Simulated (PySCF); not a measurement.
# OsSe: bond curves at several levels of theory

The task here is to estimate one member of a computed series from the others.

Program: PySCF 2.14.0. Level of theory: Os def2-TZVPP with ECP60, Se def2-TZVPP, scalar-relativistic core potentials. These are calculated values, not measurements.

Set-up of the first run:

Settings of the job:

| Property | Result |
| --- | --- |
| atoms | Os, Se |
| charge | 0 |
| basis | Os def2-TZVPP with ECP60, Se def2-TZVPP |
| Hamiltonian | scalar-relativistic core potentials |
| basis functions | 104 |
| electrons treated | 50 |
| masses in u | 191.9615, 79.9165 |
| levels | PBE0, PBE, r²SCAN, revPBE, BHandHLYP, PW91, B3LYP, HSE06, HF, MP2, SCS-MP2 |
| grid | 80 radial by 434 angular points |
| occupations | held fixed by the projection of orbital angular momentum |
| dissociation limit | Os + Se, each in its ground configuration |
| starting distance in angstrom | 2.340 |
| values of 2S to try | 0, 2, 4, 6, 8 |

Launch:

```
OMP_NUM_THREADS=2 python dia.py task.json out
```

Steps of the session up to this table: Input; The PBE0 curve of the state that the search chose; Higher solutions at PBE0; PBE (GGA); r²SCAN (meta-GGA); revPBE; BHandHLYP; PW91; B3LYP; HSE06; ROHF (mean field).

One of the session's tables, all rows but one given; the rest of the session is left out.

It belongs to the step «Constants by level of theory». 

```
       level  Re (Å)  ωe (cm⁻¹)  De (eV)  μ (D)
        ROHF   2.254        309     0.92  -5.72
    ROHF-MP2   2.145        418     3.70    n/a
ROHF-SCS-MP2   2.160        400     3.29    n/a
         PBE   2.227        338     4.30  -2.10
      revPBE   2.234        334     3.98  -2.16
        PW91       ?          ?        ?      ?
      r²SCAN   2.213        351     3.84  -2.62
       B3LYP   2.229        340     3.62  -2.50
        PBE0   2.207        355     3.75  -2.78
       HSE06   2.211        352     3.78  -2.73
   BHandHLYP   2.212        354     2.94  -3.35
```

Q: Estimate the row for PW91 from the others.

As computed: Re (Å): 2.227; ωe (cm⁻¹): 338; De (eV): 4.34; μ (D): -2.09.

De is counted to Os + Se in their ground configurations.

Caveats from the session: The state is the lowest single determinant that the PBE0 search found; with open d or f shells the true ground state can be another one.
